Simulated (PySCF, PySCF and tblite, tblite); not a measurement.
# C8H11N: conformers and averaged spectra, part 1 of 2

Aim: find the conformers of C8H11N (`Cc1cccc(C)c1N`), weigh them, and average their properties.

Programs: PySCF 2.14.0 with density-fitted response routines of our own, and tblite 0.8.0. All values are computed, except where a source is named. Atoms count from 0 throughout.

## Step 1: The starting structure

20 atoms, charge 0, multiplicity 1; geometry from: MMFF94s geometry.

Bonds of the start (Å): C0–C1 1.49, C0–H10 1.10, C0–H11 1.09, C0–H9 1.10, C1–C2 1.42, C1–C7 1.42, C2–C3 1.38, C2–H12 1.10, C3–C4 1.38, C3–H13 1.10, C4–C5 1.41, C4–H14 1.08, C5–C6 1.51, C5–C7 1.40, C6–H15 1.10, C6–H16 1.09, C6–H17 1.10, C7–N8 1.38, N8–H18 1.02, N8–H19 1.01.

## Step 2: GFN2-xTB relaxation, conformer 1

What the job is given:

```
{"job": {"xc": "GFN2-xTB", "basis": "xTB", "kind": "relax"}, "charge": 0, "multiplicity": 1}
C     -2.563300     0.341000    -0.279800
C     -1.206600    -0.230900    -0.058900
C     -1.084400    -1.603200     0.270600
C      0.148600    -2.171200     0.490300
C      1.297500    -1.401100     0.430000
C      1.214100    -0.033500     0.105400
C      2.493200     0.770800     0.046100
C     -0.031400     0.562000    -0.144700
N     -0.128100     1.912600    -0.427900
H     -2.772800     1.149100     0.439400
H     -3.359500    -0.410700    -0.148700
H     -2.658000     0.726000    -1.298700
H     -1.989400    -2.218200     0.348900
H      0.225900    -3.235300     0.741700
H      2.259700    -1.855500     0.616600
H      2.457000     1.588900     0.786700
H      2.641500     1.175600    -0.953400
H      3.366100     0.148300     0.289500
H     -1.018900     2.326900    -0.683900
H      0.703700     2.469100    -0.572200
```

Started as:

```bash
$ OMP_NUM_THREADS=1 python ens_run.py task.json out
```

One launch serves the whole session.

Log:

```text
step      E/eV     max force
  0    -697.96807    1.470
  1    -698.01794    0.788
  2    -698.03574    0.347
  3    -698.04920    0.291
  4    -698.05636    0.242
  5    -698.06048    0.173
  6    -698.06487    0.184
  7    -698.07023    0.268
  8    -698.07451    0.208
  9    -698.07731    0.172
 10    -698.08049    0.168
 11    -698.08520    0.289
 12    -698.09024    0.353
 13    -698.09441    0.206
 14    -698.09587    0.090
 15    -698.09637    0.059
 16    -698.09684    0.083
 17    -698.09742    0.052
 18    -698.09774    0.038
 19    -698.09774    0.038
 20    -698.09790    0.037
 21    -698.09839    0.034
 22    -698.09851    0.028
 23    -698.09885    0.036
 24    -698.09911    0.035
 25    -698.09928    0.029
 26    -698.09943    0.030
 27    -698.09958    0.030
 28    -698.09974    0.035
 29    -698.09988    0.029
 30    -698.10001    0.030
 31    -698.10013    0.028
 32    -698.10024    0.027
 33    -698.10032    0.022
 34    -698.10036    0.012
 35    -698.10039    0.014
 36    -698.10041    0.015
 37    -698.10045    0.019
 38    -698.10050    0.024
 39    -698.10056    0.023
 40    -698.10062    0.022
 41    -698.10068    0.025
 42    -698.10074    0.023
 43    -698.10081    0.019
 44    -698.10089    0.018
 45    -698.10096    0.020
 46    -698.10102    0.018
 47    -698.10105    0.011
 48    -698.10107    0.008
 49    -698.10108    0.009
 50    -698.10109    0.007
 51    -698.10110    0.008
 52    -698.10110    0.007
 53    -698.10111    0.007
 54    -698.10112    0.006
 55    -698.10113    0.006
 56    -698.10113    0.005
 57    -698.10113    0.005
 58    -698.10114    0.004
 59    -698.10114    0.005
 60    -698.10114    0.004
```

Run time: 0.43 s. Hardware: 1 thread of Arm Neoverse V1, shared host.

Gain 0.133 eV; displacement 0.07 Å root mean square.

## Step 3: Shieldings, conformer 1: KT3/pcSseg-1 in chloroform

What the job is given:

```
{"job": {"xc": "KT3", "basis": "pcSseg-1", "solvent": "chloroform", "kind": "nmr", "pop": true}, "charge": 0, "multiplicity": 1}
C     -2.548539     0.370910    -0.255807
C     -1.198098    -0.246689    -0.028233
C     -1.084150    -1.596236     0.260479
C      0.151106    -2.177735     0.480426
C      1.290708    -1.397014     0.415538
C      1.215239    -0.044206     0.129315
C      2.462594     0.791311     0.071175
C     -0.038927     0.539047    -0.101716
N     -0.138726     1.905046    -0.327750
H     -2.727032     1.178525     0.454034
H     -3.329188    -0.374899    -0.131350
H     -2.630163     0.778776    -1.265469
H     -1.978940    -2.200228     0.313233
H      0.224972    -3.231184     0.704466
H      2.258984    -1.844476     0.590315
H      2.412160     1.609372     0.789805
H      2.604501     1.218393    -0.923874
H      3.333551     0.183774     0.302896
H     -0.979219     2.203923    -0.795153
H      0.694020     2.344269    -0.685364
```

Log:

```text
coarse grid: 16576 points
cycle   1  E = -372.0489845525  dE =  1.151e+00  |g| = 6.320e-01  |ddm| = 4.503e+00
cycle   2  E = -371.9752698981  dE =  7.371e-02  |g| = 8.254e-01  |ddm| = 1.640e+00
cycle   3  E = -372.1607625987  dE = -1.855e-01  |g| = 8.321e-02  |ddm| = 1.004e+00
cycle   4  E = -372.1619331966  dE = -1.171e-03  |g| = 4.964e-02  |ddm| = 1.307e-01
cycle   5  E = -372.1626333971  dE = -7.002e-04  |g| = 1.025e-02  |ddm| = 7.376e-02
cycle   6  E = -372.1626561530  dE = -2.276e-05  |g| = 4.430e-03  |ddm| = 1.298e-02
cycle   7  E = -372.1626605947  dE = -4.442e-06  |g| = 5.350e-04  |ddm| = 4.902e-03
final grid: 159752 points
cycle   8  E = -372.1451703427  dE = -2.983e-04  |g| = 4.511e-03  |ddm| = 1.463e-01
cycle   9  E = -372.1451652455  dE =  5.097e-06  |g| = 6.068e-03  |ddm| = 1.013e-02
cycle  10  E = -372.1451738012  dE = -8.556e-06  |g| = 1.695e-03  |ddm| = 8.381e-03
cycle  11  E = -372.1451744890  dE = -6.878e-07  |g| = 6.315e-04  |ddm| = 2.435e-03
cycle  12  E = -372.1451746002  dE = -1.112e-07  |g| = 1.589e-04  |ddm| = 8.079e-04
cycle  13  E = -372.1451746059  dE = -5.701e-09  |g| = 6.262e-05  |ddm| = 2.331e-04
cycle  14  E = -372.1451746069  dE = -1.048e-09  |g| = 9.031e-06  |ddm| = 8.976e-05
cycle  15  E = -372.1451746070  dE = -1.762e-11  |g| = 4.277e-06  |ddm| = 1.070e-05
converged SCF energy = -372.1451746070

GIAO shielding tensors (ppm)
atom      isotropic    diamagn.    paramagn.     s11        s22        s33       span
  0 C      164.953     247.635     -82.682    153.189    157.097    184.572     31.383
  1 C       70.604     261.436    -190.832     -3.567     48.215    167.165    170.732
  2 C       63.039     250.601    -187.562    -29.771     66.568    152.320    182.091
  3 C       74.373     254.602    -180.230    -19.540     72.263    170.394    189.934
  4 C       63.013     250.604    -187.591    -29.817     66.557    152.298    182.115
  5 C       70.583     261.430    -190.847     -3.591     48.198    167.142    170.734
  6 C      164.926     247.635     -82.709    153.152    157.073    184.554     31.402
  7 C       47.110     252.755    -205.645    -28.349     25.397    144.283    172.632
  8 N      191.622     319.272    -127.650    169.479    194.310    211.076     41.596
  9 H       29.521      29.847      -0.326     25.077     28.224     35.261     10.184
 10 H       29.498      29.423       0.075     24.515     28.924     35.055     10.540
 11 H       29.527      29.967      -0.440     25.166     28.062     35.354     10.189
 12 H       24.719      33.389      -8.670     20.984     24.946     28.226      7.242
 13 H       25.158      31.637      -6.479     21.712     26.792     26.971      5.259
 14 H       24.716      33.390      -8.674     20.983     24.942     28.225      7.242
 15 H       29.518      29.843      -0.325     25.075     28.219     35.260     10.184
 16 H       29.524      29.966      -0.442     25.162     28.061     35.348     10.186
 17 H       29.495      29.422       0.072     24.513     28.922     35.050     10.537
 18 H       28.031      33.944      -5.913     20.043     28.392     35.659     15.616
 19 H       28.028      33.944      -5.916     20.038     28.390     35.655     15.617
```

Wall time 44 s (1 thread of Arm Neoverse V1, shared host); peak memory 1 GiB.

This run: HOMO -4.79 eV, LUMO -0.59 eV; dipole 2.46 D.

The fields below are evaluated on a grid from the run's orbitals.

Frontier orbitals at KT3/pcSseg-1, with the share of their density that lies nearest to each atom:

| orbital | energy (eV) | lies on |
| --- | --- | --- |
| HOMO | -4.79 | N8 25 %; C3 17 %; C1, C5, C7 about 12 % each |
| LUMO | -0.59 | 4 C atoms about 19 % each |

ELF in a plane through or near 16 of the atoms.

Values, 10 rows by 14 columns:
```
0.00 0.00 0.00 0.00 0.00 0.00 0.00 0.00 0.00 0.00 0.00 0.00 0.00 0.00
0.00 0.00 0.00 0.00 0.00 0.00 0.12 0.46 0.01 0.00 0.00 0.00 0.00 0.00
0.00 0.00 0.00 0.00 0.16 0.01 0.85 1.00 0.06 0.06 0.06 0.00 0.00 0.00
0.00 0.00 0.00 0.34 1.00 0.90 0.88 0.17 0.56 1.00 0.98 0.01 0.00 0.00
0.00 0.00 0.64 0.76 0.03 0.78 0.68 0.14 0.90 0.27 0.18 0.92 0.05 0.00
0.00 0.01 0.80 0.94 0.22 0.82 0.90 0.24 0.47 0.74 0.54 0.94 0.21 0.00
0.00 0.00 0.02 0.22 0.58 0.04 0.42 0.64 0.09 0.34 0.49 0.06 0.00 0.00
0.00 0.00 0.00 0.00 0.00 0.53 0.91 0.60 0.94 0.01 0.01 0.00 0.00 0.00
0.00 0.00 0.00 0.00 0.00 0.00 0.00 0.00 0.00 0.00 0.00 0.00 0.00 0.00
0.00 0.00 0.00 0.00 0.00 0.00 0.00 0.00 0.00 0.00 0.00 0.00 0.00 0.00
```
The map spans 11.9 Å across and 11.8 Å up, centred on the molecule. Atoms in the plane (x, y in Å): C0 (2.5, -0.6), C1 (1.2, 0.2), C2 (1.2, 1.5), C3 (0.0, 2.2), C4 (-1.2, 1.5), C5 (-1.2, 0.2), C6 (-2.5, -0.6), C7 (0.0, -0.5), N8 (0.0, -1.9), H10 (3.4, 0.1), H12 (2.1, 2.1), H13 (0.0, 3.3), H14 (-2.1, 2.1), H17 (-3.4, 0.1), H18 (0.8, -2.4), H19 (-0.8, -2.4).

log10 of the density (e/Å³) in the same plane.

Values, 10 rows by 14 columns:
```
-4.0 -4.0 -4.0 -4.0 -4.0 -4.0 -4.0 -4.0 -4.0 -4.0 -4.0 -4.0 -4.0 -4.0
-4.0 -4.0 -4.0 -4.0 -4.0 -3.4 -2.4 -2.1 -2.8 -3.9 -4.0 -4.0 -4.0 -4.0
-4.0 -4.0 -4.0 -3.0 -2.2 -2.0 -0.8 -0.1 -1.5 -2.0 -2.5 -3.6 -4.0 -4.0
-4.0 -4.0 -3.2 -1.8 -0.2  0.1  0.2  0.4  0.1  0.3 -1.1 -2.6 -3.8 -4.0
-4.0 -3.3 -1.8 -1.1 -1.0  0.1  0.0 -0.5  0.3 -0.5 -1.1 -1.3 -2.6 -4.0
-4.0 -2.9 -1.3  0.0  0.9  0.1  0.2  0.5  0.2  0.3  0.3 -0.5 -2.1 -3.7
-4.0 -3.5 -2.2 -1.0 -0.4 -1.1 -0.2  0.4 -0.9 -0.6 -0.5 -1.6 -2.8 -4.0
-4.0 -4.0 -3.6 -2.8 -2.5 -1.4 -0.4 -0.4 -0.8 -2.1 -2.6 -3.1 -4.0 -4.0
-4.0 -4.0 -4.0 -4.0 -4.0 -3.4 -2.8 -2.7 -3.0 -3.8 -4.0 -4.0 -4.0 -4.0
-4.0 -4.0 -4.0 -4.0 -4.0 -4.0 -4.0 -4.0 -4.0 -4.0 -4.0 -4.0 -4.0 -4.0
```
The map spans 11.9 Å across and 11.8 Å up, centred on the molecule. Atoms in the plane (x, y in Å): C0 (2.5, -0.6), C1 (1.2, 0.2), C2 (1.2, 1.5), C3 (0.0, 2.2), C4 (-1.2, 1.5), C5 (-1.2, 0.2), C6 (-2.5, -0.6), C7 (0.0, -0.5), N8 (0.0, -1.9), H10 (3.4, 0.1), H12 (2.1, 2.1), H13 (0.0, 3.3), H14 (-2.1, 2.1), H17 (-3.4, 0.1), H18 (0.8, -2.4), H19 (-0.8, -2.4).

On the surface of density 0.002 e/bohr³ the electrostatic potential runs, from the 1st to the 99th percentile, from -1.22 V near C3 to 1.80 V near H19.

## Step 4: Single-point energy, conformer 1: PBE0/def2-SVP in chloroform

Changed since step 3:

```diff
@@ -1,2 +1,2 @@
-{"job": {"xc": "KT3", "basis": "pcSseg-1", "solvent": "chloroform", "kind": "nmr", "pop": true}, "charge": 0, "multiplicity": 1}
+{"job": {"xc": "PBE0", "basis": "def2-SVP", "solvent": "chloroform", "kind": "sp"}, "charge": 0, "multiplicity": 1}
 C     -2.548539     0.370910    -0.255807
```

Log:

```text
coarse grid: 16576 points
cycle   1  E = -365.4441884595  dE =  1.382e+00  |g| = 4.383e-01  |ddm| = 5.172e+00
cycle   2  E = -365.4500395882  dE = -5.851e-03  |g| = 4.301e-01  |ddm| = 1.051e+00
cycle   3  E = -365.4978329490  dE = -4.779e-02  |g| = 5.859e-02  |ddm| = 5.057e-01
cycle   4  E = -365.4984192243  dE = -5.863e-04  |g| = 3.498e-02  |ddm| = 1.011e-01
cycle   5  E = -365.4987539332  dE = -3.347e-04  |g| = 5.597e-03  |ddm| = 4.756e-02
cycle   6  E = -365.4987609853  dE = -7.052e-06  |g| = 1.982e-03  |ddm| = 7.695e-03
final grid: 159752 points
cycle   7  E = -365.5489046142  dE = -4.715e-05  |g| = 8.904e-03  |ddm| = 6.417e-02
cycle   8  E = -365.5489022239  dE =  2.390e-06  |g| = 9.690e-03  |ddm| = 1.945e-02
cycle   9  E = -365.5489245376  dE = -2.231e-05  |g| = 1.165e-03  |ddm| = 9.973e-03
cycle  10  E = -365.5489248917  dE = -3.542e-07  |g| = 2.176e-04  |ddm| = 1.513e-03
cycle  11  E = -365.5489249019  dE = -1.016e-08  |g| = 1.069e-04  |ddm| = 3.144e-04
cycle  12  E = -365.5489249047  dE = -2.846e-09  |g| = 1.681e-05  |ddm| = 1.377e-04
cycle  13  E = -365.5489249048  dE = -6.298e-11  |g| = 5.542e-06  |ddm| = 3.025e-05
converged SCF energy = -365.5489249048
```

It took 14 s on 1 thread of Arm Neoverse V1, shared host; peak memory 0.81 GiB.

In short: HOMO -5.67 eV, LUMO 0.37 eV; dipole 2.51 D.

## Step 5: Couplings, conformer 1: B3LYP/6-31G*+pcJ-1

Changed since step 4:

```diff
@@ -1,2 +1,2 @@
-{"job": {"xc": "PBE0", "basis": "def2-SVP", "solvent": "chloroform", "kind": "sp"}, "charge": 0, "multiplicity": 1}
+{"job": {"xc": "B3LYP", "basis": {"default": "6-31G*", "H": "pcJ-1"}, "nuclei": ["H", "F", "P", "Si", "B"], "kind": "j"}, "charge": 0, "multiplicity": 1}
 C     -2.548539     0.370910    -0.255807
```

Log:

```text
coarse grid: 16576 points
cycle   1  E = -366.2356630310  dE =  1.400e+00  |g| = 5.621e-01  |ddm| = 4.217e+00
cycle   2  E = -366.2206542591  dE =  1.501e-02  |g| = 6.170e-01  |ddm| = 1.323e+00
cycle   3  E = -366.3226643823  dE = -1.020e-01  |g| = 7.669e-02  |ddm| = 7.452e-01
cycle   4  E = -366.3236128744  dE = -9.485e-04  |g| = 4.879e-02  |ddm| = 1.297e-01
cycle   5  E = -366.3242805153  dE = -6.676e-04  |g| = 8.026e-03  |ddm| = 6.235e-02
cycle   6  E = -366.3242950866  dE = -1.457e-05  |g| = 2.954e-03  |ddm| = 1.001e-02
cycle   7  E = -366.3242970261  dE = -1.940e-06  |g| = 2.592e-04  |ddm| = 2.717e-03
final grid: 159752 points
cycle   8  E = -366.2514375145  dE = -5.957e-05  |g| = 7.453e-03  |ddm| = 5.196e-02
cycle   9  E = -366.2514354466  dE =  2.068e-06  |g| = 8.037e-03  |ddm| = 1.624e-02
cycle  10  E = -366.2514525323  dE = -1.709e-05  |g| = 5.171e-04  |ddm| = 8.851e-03
cycle  11  E = -366.2514525603  dE = -2.807e-08  |g| = 3.943e-04  |ddm| = 9.761e-04
cycle  12  E = -366.2514526027  dE = -4.236e-08  |g| = 8.213e-05  |ddm| = 4.620e-04
cycle  13  E = -366.2514526043  dE = -1.586e-09  |g| = 2.650e-05  |ddm| = 1.002e-04
cycle  14  E = -366.2514526045  dE = -1.702e-10  |g| = 2.120e-06  |ddm| = 3.109e-05
converged SCF energy = -366.2514526045

Indirect spin-spin couplings (Hz)
  i      j    bonds     total        FC       PSO       DSO        SD
  9 H   10 H    2    -14.340   -13.901     2.026    -2.465         -
  9 H   11 H    2    -15.860   -15.563     2.073    -2.369         -
  9 H   12 H    4     -1.313    -1.002     0.691    -1.002         -
  9 H   13 H    5      0.170     0.561     0.779    -1.170         -
  9 H   14 H    6     -1.282    -0.893     0.739    -1.128         -
  9 H   15 H    6     -0.661    -0.549     0.188    -0.300         -
  9 H   16 H    6     -0.801    -0.585     0.481    -0.698         -
  9 H   17 H    6     -0.335    -0.054     0.598    -0.880         -
  9 H   18 H    5      0.783     0.087    -1.415     2.111         -
  9 H   19 H    5     -0.411     0.014     1.050    -1.475         -
 10 H   11 H    2    -14.821   -14.419     2.010    -2.412         -
 10 H   12 H    4      0.270    -0.396    -1.364     2.029         -
 10 H   14 H    6     -0.404    -0.016     0.748    -1.135         -
 10 H   15 H    6     -0.335    -0.054     0.598    -0.880         -
 10 H   16 H    6     -0.339    -0.054     0.607    -0.892         -
 10 H   18 H    5     -0.655    -0.387     0.704    -0.972         -
 10 H   19 H    5     -0.281     0.268     1.235    -1.784         -
 11 H   12 H    4     -1.379    -1.091     0.635    -0.923         -
 11 H   13 H    5      0.214     0.600     0.768    -1.154         -
 11 H   14 H    6     -1.343    -0.954     0.738    -1.127         -
 11 H   15 H    6     -0.802    -0.585     0.481    -0.698         -
 11 H   16 H    6     -0.755    -0.633     0.214    -0.336         -
 11 H   17 H    6     -0.339    -0.054     0.607    -0.892         -
 11 H   18 H    5      0.653    -0.266    -2.054     2.973         -
 11 H   19 H    5      0.273     0.597     0.737    -1.061         -
 12 H   13 H    3      8.442     8.635     0.132    -0.325         -
 12 H   14 H    4      0.606     1.242     1.170    -1.806         -
 12 H   15 H    6     -1.282    -0.893     0.739    -1.128         -
 12 H   16 H    6     -1.342    -0.954     0.738    -1.127         -
 12 H   17 H    6     -0.403    -0.016     0.748    -1.135         -
 12 H   18 H    5     -0.191     0.144     0.737    -1.072         -
 12 H   19 H    5      0.252     0.775     1.055    -1.579         -
 13 H   14 H    3      8.439     8.632     0.132    -0.325         -
 13 H   15 H    5      0.170     0.560     0.779    -1.170         -
 13 H   16 H    5      0.213     0.599     0.768    -1.154         -
 13 H   18 H    6     -0.574    -0.119     0.862    -1.317         -
 13 H   19 H    6     -0.573    -0.118     0.862    -1.317         -
 14 H   15 H    4     -1.313    -1.003     0.690    -1.000         -
 14 H   16 H    4     -1.379    -1.091     0.636    -0.924         -
 14 H   17 H    4      0.266    -0.400    -1.364     2.030         -
 14 H   18 H    5      0.252     0.775     1.055    -1.579         -
 14 H   19 H    5     -0.191     0.143     0.737    -1.071         -
 15 H   16 H    2    -15.854   -15.557     2.072    -2.368         -
 15 H   17 H    2    -14.351   -13.913     2.025    -2.463         -
 15 H   18 H    5     -0.413     0.013     1.050    -1.475         -
 15 H   19 H    5      0.780     0.084    -1.414     2.110         -
 16 H   17 H    2    -14.812   -14.409     2.009    -2.412         -
 16 H   18 H    5      0.275     0.598     0.736    -1.060         -
 16 H   19 H    5      0.653    -0.267    -2.056     2.975         -
 17 H   18 H    5     -0.282     0.267     1.235    -1.784         -
 17 H   19 H    5     -0.656    -0.388     0.704    -0.972         -
 18 H   19 H    2     -1.871    -1.546     4.516    -4.841         -
```

It took 61 s on 1 thread of Arm Neoverse V1, shared host; peak memory 1.1 GiB.

Key values: HOMO -5.24 eV, LUMO 0.52 eV; dipole 1.77 D.

## Step 6: The ensemble: properties at KT3/pcSseg-1 in chloroform

What the job is given:

```
{"job": {"study": "conf", "smiles": "Cc1cccc(C)c1N", "search": {"seed": 1707, "n_embed": 60, "ff_keep": 14, "window": 3.0, "nmax": 6, "temps": [200, 250, 298.15, 350, 400], "t_ref": 298.15, "order": 0.001}, "level": {"nmr": {"xc": "KT3", "basis": "pcSseg-1", "solvent": "chloroform"}, "sp": {"xc": "PBE0", "basis": "def2-SVP", "solvent": "chloroform"}, "j": {"xc": "B3LYP", "basis": {"default": "6-31G*", "H": "pcJ-1"}, "nuclei": ["H", "F", "P", "Si", "B"]}}, "kind": "conf"}, "charge": 0, "multiplicity": 1}
C     -2.548539     0.370910    -0.255807
C     -1.198098    -0.246689    -0.028233
C     -1.084150    -1.596236     0.260479
C      0.151106    -2.177735     0.480426
C      1.290708    -1.397014     0.415538
C      1.215239    -0.044206     0.129315
C      2.462594     0.791311     0.071175
C     -0.038927     0.539047    -0.101716
N     -0.138726     1.905046    -0.327750
H     -2.727032     1.178525     0.454034
H     -3.329188    -0.374899    -0.131350
H     -2.630163     0.778776    -1.265469
H     -1.978940    -2.200228     0.313233
H      0.224972    -3.231184     0.704466
H      2.258984    -1.844476     0.590315
H      2.412160     1.609372     0.789805
H      2.604501     1.218393    -0.923874
H      3.333551     0.183774     0.302896
H     -0.979219     2.203923    -0.795153
H      0.694020     2.344269    -0.685364
```

Log:

```text
conformer  sym    E(xTB)   E(DFT)   G(298.15 K)  weight  dipole/D
    1     Cs      0.000    0.000    0.000   1.0000    2.513

mean shielding (ppm) by class
class atoms           200 K      250 K   298.15 K      350 K      400 K
  0 C  0,6          164.939    164.939    164.939    164.939    164.939
  1 C  1,5           70.594     70.594     70.594     70.594     70.594
  2 C  2,4           63.026     63.026     63.026     63.026     63.026
  3 C  3             74.373     74.373     74.373     74.373     74.373
  4 C  7              47.11      47.11      47.11      47.11      47.11
  5 N  8            191.622    191.622    191.622    191.622    191.622
  6 H  9,10,11       29.514     29.514     29.514     29.514     29.514
  7 H  12,14         24.717     24.717     24.717     24.717     24.717
  8 H  13            25.158     25.158     25.158     25.158     25.158
  9 H  18,19         28.029     28.029     28.029     28.029     28.029
```

Wall time 2 min (1 thread of Arm Neoverse V1, shared host). This counts the runs that the step sums up.

The search (ETKDG and KDG, MMFF94s, GFN2-xTB) embedded 60 structures, kept 1 distinct ones after the force field and 1 after xTB; 1 was carried on (window 3.0 kcal/mol at the search's own energies). Energies: PBE0/def2-SVP in chloroform with D3(BJ).

Conformer by conformer (298 K):

| no. | group | mirror pair | ΔE xTB | ΔE DFT | ΔG | weight (%) | μ (D) | C1–C7–N8–H18 (°) | A, B, C (GHz) |
| --- | --- | --- | --- | --- | --- | --- | --- | --- | --- |
| 1 | Cs | no | 0.00 | 0.00 | 0.00 | 100.0 | 2.51 | -24 | 2.30, 1.77, 1.01 |

Energies in kcal/mol. ΔG holds xTB vibrations and rotation, symmetry numbers and mirror pairs.

Shifts against references run at the same level (13C TMS 185.3, 1H TMS 31.75 ppm of shielding), by class of atoms, at 298 K:

| atoms | environment | average |
| --- | --- | --- |
| C7 | aromatic carbon bearing nitrogen | 138.2 |
| C2, C4 | aromatic CH | 122.3 |
| C1, C5 | substituted aromatic carbon | 114.7 |
| C3 | aromatic CH | 110.9 |
| C0, C6 | methyl carbon on an aromatic ring | 20.4 |
| H12, H14 | hydrogen on an aromatic CH | 7.03 |
| H13 | hydrogen on an aromatic CH | 6.59 |
| H18, H19 | hydrogen on an aniline-type nitrogen | 3.72 |
| H9, H10, H11 and 3 more | hydrogen on a methyl carbon on an aromatic ring | 2.23 |
| N8 | aniline-type nitrogen | 191.6 (σ) |

Couplings (Hz, B3LYP/6-31G*+pcJ-1; one pair named for each class), from conformers that hold 100 % of the weight:

| pair | bonds | average |
| --- | --- | --- |
| H9–H10 | 2 | -15.0 |
| H18–H19 | 2 | -1.9 |
| H12–H13 | 3 | 8.4 |
| H9–H12 | 4 | -0.8 |
| H12–H14 | 4 | 0.6 |

Effective distances for nuclear Overhauser effects, ⟨r⁻⁶⟩^(−1/6) over all pairs of two classes (Å): H12···H13 2.46; H9···H18 2.72; H9···H12 3.03.

(Continued in part 2 of 2.)
